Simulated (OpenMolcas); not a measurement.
# quartet SiH3O4 at 6 levels

We compute a comparison of 6 runs (U-r2SCAN/6-31G*, U-revPBE/6-31G*, UM06-L/6-31G*, UPBE/6-31G*, UB3LYP/6-31G*, ROMP2/6-31G*) of quartet SiH3O4. 

The results are computed with OpenMolcas 26.06.

3 further runs of the same task are left out: 1 that didn't finish, 2 set aside as unsound or not needed.

### 1 The molecule

The species is SiH3O4 (8 atoms), meant as a quartet with charge 0. As SMILES of the parent species, `[O][Si](O)(O)O`. The coordinates come from a PBE0-D4/def2-TZVP relaxation. This is one conformer, not always the lowest. That shape belongs to the parent species and isn't relaxed for this state.

Bond lengths: O1–Si2 1.656 Å, Si2–O3 1.631 Å, Si2–O4 1.622 Å, Si2–O5 1.624 Å, O3–H6 0.959 Å, O4–H7 0.959 Å, O5–H8 0.958 Å. Angles: O1–Si2–O3 102.2°, O1–Si2–O4 107.0°, O1–Si2–O5 116.5°, O3–Si2–O4 116.6°, O3–Si2–O5 108.2°, O4–Si2–O5 106.6°, Si2–O3–H6 117.6°, Si2–O4–H7 116.9°, Si2–O5–H8 118.2°.

### 2 The energy at U-r2SCAN/6-31G(d) (spherical functions) (run 1)

mol.inp

```
>>> EXPORT MOLCAS_PRINT=2
&gateway
baslib=$CurrDir
coord
8
bohr
O     -2.67887575     0.46827413     2.25444327
Si    -0.37000838     0.11092692     0.17196508
O      2.11101305    -0.12717857     1.98383449
O     -0.47224256     2.53053225    -1.70585577
O     -0.50323407    -2.38766896    -1.60570029
H      2.40259779     1.19619664     3.18740105
H     -0.17763426     2.21683772    -3.46537977
H     -0.31180481    -4.00773117    -0.82070806
basis=6-31Gs
group=NoSym
&seward
gridinput
Grid=UltraFine
End of Grid
&scf
uhf
spin=4
ksdft=2
1.0 MGGA_X_R2SCAN
1.0 MGGA_C_R2SCAN
thresholds=1e-10 1e-07 1e-07 1e-05
prorbitals=0
```

The basis set 6-31G* is read from a file made from the Basis Set Exchange's data (not shown).

Run with:

```
$ export MOLCAS_MEM=1860
$ pymolcas mol.inp > mol.log
```

The log of the run:

```text
--- Start Module: gateway ---
[...]
--- Stop Module: gateway /rc=_RC_ALL_IS_WELL_ ---
--- Start Module: seward ---
[...]
      Basis functions           80
--- Stop Module: seward /rc=_RC_ALL_IS_WELL_ ---
[...]
--- Start Module: scf ---
[...]
       Convergence after  41 Iterations
[...]
::    Total KS-DFT energy                            -591.8053925596
[...]
      Total spin, S                                     1.5029554108
[...]
      Total electronic charge=   49.000000
      Total            charge=   -0.000000
[...]
      Dipole Moment (debye):
      Origin of the operator (angstrom)=   -0.1845    0.0571    0.1032
                   X=  6.2570E-02               Y= -4.8615E-01               Z= -2.1143E-01           Total=  5.3381E-01
      Quadrupole Moment (debye*angstrom):
[...]
--- Stop Module: scf /rc=_RC_ALL_IS_WELL_ ---
[...]
```

It took 83 s on 1 thread of Intel Xeon 6975P-C (Granite Rapids), shared host; peak memory 0.45 GiB.

### 3 The energy at U-revPBE/6-31G(d) (spherical functions) (run 2)

geom.xyz

```xyz
8

O     -1.417600     0.247800     1.193000
Si    -0.195800     0.058700     0.091000
O      1.117100    -0.067300     1.049800
O     -0.249900     1.339100    -0.902700
O     -0.266300    -1.263500    -0.849700
H      1.271400     0.633000     1.686700
H     -0.094000     1.173100    -1.833800
H     -0.165000    -2.120800    -0.434300
```

run.input

```
&GATEWAY
 BasLib = $CurrDir
 Coord = geom.xyz
 Basis = 6-31Gs
 Group = NoSym

&SEWARD
 GridInput
 Grid=UltraFine
 End of Grid

&SCF
 UHF
 Spin = 4
 KSDFT = revPBE
 Thresholds = 1e-10 1e-07 1e-07 1e-05
 PrOrbitals = 1
```

The basis set 6-31G* is read from a file made from the Basis Set Exchange's data (not shown).

Run with:

```
$ export MOLCAS_MEM=1860
$ pymolcas run.input > run.log
```

The log of the run:

```text
--- Start Module: gateway ---
[...]
--- Stop Module: gateway /rc=_RC_ALL_IS_WELL_ ---
--- Start Module: seward ---
[...]
      Basis functions           80
--- Stop Module: seward /rc=_RC_ALL_IS_WELL_ ---
[...]
--- Start Module: scf ---
[...]
       Convergence after  45 Iterations
[...]
::    Total KS-DFT energy                            -591.8253218591
[...]
      Total spin, S                                     1.5014864089
[...]
      Total electronic charge=   49.000000
      Total            charge=   -0.000000
[...]
      Dipole Moment (debye):
      Origin of the operator (angstrom)=   -0.1845    0.0571    0.1032
                   X=  4.4223E-01               Y= -2.7451E-01               Z= -1.9231E-01           Total=  5.5489E-01
      Quadrupole Moment (debye*angstrom):
[...]
--- Stop Module: scf /rc=_RC_ALL_IS_WELL_ ---
[...]
```

It took 59 s on 1 thread of Intel Xeon 6975P-C (Granite Rapids), shared host; peak memory 0.45 GiB.

Runs 3 to 5 aren't shown in full; the table further down has their settings and results.

### 4 A single-point energy at ROMP2/6-31G(d) (spherical functions) (run 6)

test.input

```
* H3O4Si ROMP2
>>> EXPORT MOLCAS_PRINT=2

&GATEWAY
  BASLIB = $CurrDir
  COORD
  8
  angstrom
  O       -1.417600       0.247800       1.193000
  Si      -0.195800       0.058700       0.091000
  O        1.117100      -0.067300       1.049800
  O       -0.249900       1.339100      -0.902700
  O       -0.266300      -1.263500      -0.849700
  H        1.271400       0.633000       1.686700
  H       -0.094000       1.173100      -1.833800
  H       -0.165000      -2.120800      -0.434300
  BASIS = 6-31Gs
  GROUP = NoSym

&SEWARD

&SCF
  UHF
  SPIN = 4
  THRESHOLDS = 1e-10 1e-07 1e-07 1e-05
  PRORBITALS = 0

&RASSCF
  FILEORB = $Project.UnaOrb
  SPIN = 4
  NACTEL = 3 0 0
  INACTIVE = 23
  RAS2 = 3
  OUTORBITALS = Canonical
  ORBLISTING = Nothing

&CASPT2
  IPEA = 0.0
  FROZEN = 9
```

The basis set 6-31G* is read from a file made from the Basis Set Exchange's data (not shown).

Run with:

```
$ export MOLCAS_MEM=1860
$ pymolcas test.input > test.log
```

The log of the run:

```text
--- Start Module: gateway ---
[...]
--- Stop Module: gateway /rc=_RC_ALL_IS_WELL_ ---
[...]
      Basis functions           80
[...]
       Convergence after  35 Iterations
[...]
::    Total SCF energy                               -589.9103778876
[...]
      Total spin, S                                     1.5034584607
[...]
--- Start Module: rasscf ---
[...]
      Number of active orbitals                  3
[...]
      Spin quantum number                      1.5
[...]
      Active orbitals                            3
[...]
      Number of CSFs                             1
[...]
      Number of root(s) required                 1
[...]
      Convergence after 14 iterations
[...]
      printout of CI-coefficients larger than  0.05 for root  1
      energy=    -589.902363
      conf/sym  111     Coeff  Weight
             1  uuu   1.00000 1.00000
      Natural orbitals and occupation numbers for root  1
      sym 1:   1.000000   1.000000   1.000000
      ************************************************************************************************************************
      *                                                    Final results                                                     *
[...]
::    RASSCF root number  1 Total energy:   -589.90236292
[...]
      Total electronic charge=   49.000000
      Total            charge=   -0.000000
[...]
      Dipole Moment (debye):
      Origin of the operator (angstrom)=   -0.1845    0.0571    0.1032
                   X= -8.9004E-01               Y=  6.7482E-01               Z=  1.4975E+00           Total=  1.8682E+00
      Quadrupole Moment (debye*angstrom):
[...]
--- Stop Module: rasscf /rc=_RC_ALL_IS_WELL_ ---
[...]
      E2 (Variational):          -0.7510533466
      Total energy:            -590.6534162629
[...]
      Reference weight:           0.79869
[...]
::    CASPT2 Root  1     Total energy:   -590.65341626
[...]
```

Wall time 12 s (1 thread of Intel Xeon 6975P-C (Granite Rapids), shared host); peak memory 0.45 GiB.

### 5 The series

| run | level | Cartesian functions | integration grid | energy (Eh) | dipole moment (D) | HOMO energy (eV) | ⟨S²⟩ | wall time |
| --- | --- | --- | --- | --- | --- | --- | --- | --- |
| 1 | U-r2SCAN/6-31G* (spherical functions) | no | UltraFine | -591.805393 | 0.53 | -0.66 | 3.762 | 83 s |
| 2 | U-revPBE/6-31G* (spherical functions) | no | UltraFine | -591.825322 | 0.55 | -0.62 | 3.756 | 59 s |
| 3 | UM06-L/6-31G* (spherical functions) | no | UltraFine | -591.924589 | 0.46 | -0.47 | 3.763 | 89 s |
| 4 | UPBE/6-31G* (spherical functions) | no | UltraFine | -591.527749 | 0.60 | -0.71 | 3.756 | 49 s |
| 5 | UB3LYP/6-31G* (Cartesian functions) | yes | UltraFine | -591.991827 | 0.54 | -1.16 | 3.763 | 71 s |
| 6 | ROMP2/6-31G* (spherical functions) | no | – | -590.653416 | – | – | – | 12 s |

### 6 What came out

| quantity | value |
| --- | --- |
| run 6: total energy | -590.65342 Eh |

Over runs 1, 2, 3, 4, 5 the dipole moment (its size) runs from 0.46 D (UM06-L/6-31G*) to 0.60 D (UPBE/6-31G*). Totals of different functionals can't be ranked against each other. All runs together took 6.1 min, the longest 89 s.
